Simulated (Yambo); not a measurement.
# Si2Mo (I4/mmm) in Yambo: further runs, part 2 of 2

Yambo 5.3.0.

### 4 Optical spectrum, PBE

The input, optics7.in:

```
optics
chi
Chimod= "HARTREE"
% BndsRnXd
 1 | 16 |
%
NGsBlkXd= 4 Ry
% LongDrXd
 1 | 0 | 0 |
%
% QpntsRXd
 1 | 1 |
%
% EnRngeXd
 0 | 20 | eV
%
% DmRngeXd
 0.1 | 0.1 | eV
%
ETStpsXd= 200
```

The input, scf.in:

```
&CONTROL
  calculation = 'scf'
  prefix = 'pwscf'
  outdir = './tmp'
  pseudo_dir = './pseudo'
/
&SYSTEM
  ibrav = 0
  nat = 3
  ntyp = 2
  ecutwfc = 80
  nbnd = 18
  occupations = 'smearing'
  smearing = 'fd'
  degauss = 0.00367493
  force_symmorphic = .true.
/
&ELECTRONS
  conv_thr = 6d-10
  electron_maxstep = 120
  mixing_beta = 0.5
/
ATOMIC_SPECIES
Mo    95.9500 Mo.upf
Si    28.0850 Si.upf
CELL_PARAMETERS angstrom
  -1.6000000000    1.6000000000    3.9305000000
   1.6000000000   -1.6000000000    3.9305000000
   1.6000000000    1.6000000000   -3.9305000000
ATOMIC_POSITIONS angstrom
Mo     0.0000000000    0.0000000000    0.0000000000
Si     0.0000000000    0.0000000000    5.2432870000
Si     0.0000000000    0.0000000000    2.6177130000
K_POINTS automatic
12 12 12 0 0 0
```

The input, nscf.in:

```
&CONTROL
  calculation = 'nscf'
  prefix = 'pwscf'
  outdir = './tmp'
  pseudo_dir = './pseudo'
/
&SYSTEM
  ibrav = 0
  nat = 3
  ntyp = 2
  ecutwfc = 80
  nbnd = 31
  occupations = 'smearing'
  smearing = 'fd'
  degauss = 0.00367493
  force_symmorphic = .true.
/
&ELECTRONS
  conv_thr = 1d-08
  diago_full_acc = .true.
  diago_thr_init = 1d-06
/
ATOMIC_SPECIES
Mo    95.9500 Mo.upf
Si    28.0850 Si.upf
CELL_PARAMETERS angstrom
  -1.6000000000    1.6000000000    3.9305000000
   1.6000000000   -1.6000000000    3.9305000000
   1.6000000000    1.6000000000   -3.9305000000
ATOMIC_POSITIONS angstrom
Mo     0.0000000000    0.0000000000    0.0000000000
Si     0.0000000000    0.0000000000    5.2432870000
Si     0.0000000000    0.0000000000    2.6177130000
K_POINTS automatic
12 12 12 0 0 0
```

Potentials or basis: PseudoDojo 0.4.1 SR PBE standard.

On the command line:

```
$ OMP_NUM_THREADS=1 pw.x -in scf.in > scf.out
$ OMP_NUM_THREADS=1 pw.x -in nscf.in > nscf.out
$ cd tmp/pwscf.save; p2y; mv SAVE ../..; cd ../..
$ OMP_NUM_THREADS=1 yambo
$ OMP_NUM_THREADS=1 yambo -F optics7.in -J optics7 -C optics7_out
```

Yambo's report:

```text
[... sections 02.01 to 02.04 as in the set-up run ...]

[... 5 lines left out ...]
  [X] Bosonic    Temperature                        :  0.258606E-1   300.100    [eV K]
  [X] Finite Temperature mode                       : yes
  [X] El. density                                   :  0.54661E+24 [cm-3]
  [X] Fermi Level                                   :  16.11679 [eV]

  [X] === Gaps and Widths ===
  [X] Conduction Band Min                           :  16.11679 [eV]
  [X] Valence Band Max                              :  16.11679 [eV]
  [X] Filled Bands                                  :  10
  [X] Metallic Bands                                :  11  12
  [X] Empty Bands                                   :  13  31

  [X] === Metallic Characters ===
  [X] N of el / N of met el                         :  22.00000   1.96049
  [X] Average metallic occ.                         :  0.245061

  [WARNING] [X] Metallic system

 [03] Transferred momenta grid and indexing
 ==========================================

 IBZ Q-points                                      :  163
 BZ  Q-points                                      :  1728

 K/Q-points units:
 rlu = crystal or reduced units; cc = cartesian coordinates; iku = interal k-units

 Q [  1]        [rlu]:  0.000000  0.000000  0.000000
 Q [  2]        [rlu]: -0.11357E-16 -0.54884E-17  0.83333E-01
 Q [  3]        [rlu]: -0.21672E-16 -0.12020E-16  0.16667
 Q [  4]        [rlu]: -0.25308E-16 -0.25229E-16  0.25000
 Q [  5]        [rlu]: -0.43343E-16 -0.24039E-16  0.33333
 Q [  6]        [rlu]: -0.34666E-16 -0.49562E-16  0.41667
[... 42 lines left out ...]
 Q [ 49]        [rlu]:  0.083333  0.083333 -0.083333
 Q [ 50]        [rlu]:  0.083333  0.166667  0.083333

 Remaining 113 points informations can be written running with -fatlog

 [04] Dipoles
 ============

  [04.01] Setup: observables and procedures
  =========================================

  [WARNING] [x,Vnl] slows the Dipoles computation. To neglect it rename the ns.kb_pp file
  [WF-Oscillators/G space/Transverse up loader] Normalization (few states)  min/max  :  0.10024E-16   1.0000

  [WR./optics7//ndb.dipoles]------------------------------------------------------
   Brillouin Zone Q/K grids (IBZ/BZ)                :   163  1728   163  1728
   RL vectors                                       :   5161 [WF]
   Fragmentation                                    : yes
   Electronic Temperature                           :  300.1000 [K]
   Bosonic    Temperature                           :  300.1000 [K]
   DIP band range                                   :   1  16
   DIP band range limits                            :  12  11
   DIP e/h energy range                             : -1.000000 -1.000000 [eV]
   RL vectors in the sum                            :   5161
   [r,Vnl] included                                 : yes
   Bands ordered                                    : yes
   Direct v evaluation                              : no
   Approach used                                    : G-space v
   Dipoles computed                                 : R V P [G-space]
   Wavefunctions                                    : Perdew, Burke & Ernzerhof(X)+Perdew, Burke & Ernzerhof(C)

  [WARNING] [r,Vnl^pseudo] included in position and velocity dipoles.

  [WARNING] In case H contains other non local terms, these are neglected

 [05] Optics
 ===========

 [X-CG] R(p) Tot o/o(of R):    8518  101538     100

 [WARNING] The system is a metal but Drude term not included.
```

o-optics7.eps_q1_inv_rpa_dyson:

```text
# Absorption @ Q(1):   1.00000000      0.00000000      0.00000000    [q->0 direction]
#
# [ X ] Hartree size                              :   37
# [GEN] GF Energies                               : Perdew, Burke & Ernzerhof(X)+Perdew, Burke & Ernzerhof(C)
# [GEN] Green`s Function                          : Retarded
#
# [GEN] Gauge                                     : Length
# [GEN] [r,Vnl] included                          : yes
#
#    E[1] [eV]          Im(eps)            Re(eps)            Im(eps_o)          Re(eps_o)
#
        0.000000          -0.361744E-7        22.49313           0.19786E-16        23.24730
        0.100503           0.245713           22.59847           0.253281           23.35592
        0.201005           0.587821           22.93969           0.605757           23.70773
        0.301508           1.251285           23.58825           1.288961           24.37647
        0.402010           2.974071           24.41576           3.065446           25.23105
        0.502513           6.595635           22.54660           6.795779           23.29218
[... 192 lines left out ...]
        19.89950           0.011874           0.015269           0.012019           0.028528
        20.00000           0.011672           0.027099           0.011819           0.040505
#
```

Run time: 5.9 min. Hardware: 1 thread of Arm Neoverse V2, shared host; peak memory 1.4 GiB.

Results:

```yaml
Band_gap_on_the_k_mesh_mean-field_level: none (metal or under the smearing width)
```

Dielectric function (along the field direction of the input):
| energy (eV) | real part | imaginary part |
| --- | --- | --- |
| 0.30 | 23.59 | 1.25 |
| 0.90 | 22.19 | 2.28 |
| 1.61 | 21.22 | 4.01 |
| 2.31 | 24.75 | 10.95 |
| 3.02 | 21.87 | 15.75 |
| 3.62 | 23.89 | 23.21 |
| 4.32 | 4.92 | 24.24 |
| 5.03 | 4.66 | 21.74 |
| 5.73 | -3.69 | 27.34 |
| 6.33 | -11.81 | 20.04 |
| 7.04 | -12.27 | 11.33 |
| 7.74 | -9.80 | 5.51 |
| 8.44 | -8.37 | 3.41 |
| 9.05 | -6.80 | 2.02 |
| 9.75 | -5.45 | 0.93 |
| 10.45 | -3.97 | 0.66 |
| 11.16 | -3.14 | 0.39 |
| 11.76 | -2.58 | 0.41 |
| 12.46 | -2.12 | 0.26 |
| 13.17 | -1.73 | 0.18 |
| 13.87 | -1.41 | 0.12 |
| 14.47 | -1.17 | 0.08 |
| 15.18 | -0.91 | 0.05 |
| 15.88 | -0.71 | 0.04 |
| 16.58 | -0.53 | 0.03 |
| 17.19 | -0.40 | 0.02 |
| 17.89 | -0.27 | 0.02 |
| 18.59 | -0.16 | 0.02 |
| 19.30 | -0.06 | 0.01 |
| 20.00 | 0.03 | 0.01 |

Caveat: the intraband (Drude) term of the metal is left out; the ground state has no gap, which makes the many-body step unreliable; spectra need much finer meshes, so this one isn't converged; these spectra lack excitons.

### 5 Overview

| direction of the field or of q to 0 | broadening | kernel | top of the energy range | energy points | gap on the mesh (eV) |
| --- | --- | --- | --- | --- | --- |
| x + y + z | 0.1 eV | long-range correction | 15 eV | 300 | none |
| x | 0.05 eV | Hartree (RPA with local fields) | 15 eV | 300 | none |
| x | 0.1 eV | Hartree (RPA with local fields) | 20 eV | 200 | none |

Alike in all rows: task optical spectrum; level PBE; potentials or basis PseudoDojo 0.4.1 SR PBE standard; no spin polarisation; cell as given; k mesh 12 × 12 × 12; cutoff (eV) 1088; smearing fermi-dirac 0.05 eV; other keys several, not listed.

Caveats: the intraband (Drude) term of the metal is left out; the ground state has no gap, which makes the many-body step unreliable; spectra need much finer meshes, so this one isn't converged; these spectra lack excitons (some runs); the long-range kernel's strength is typed, not fitted to the crystal's screening (some runs); independent-particle spectra lack excitons (some runs).

Total energies depend on the potentials used, so only differences within one code and one set of settings carry meaning.
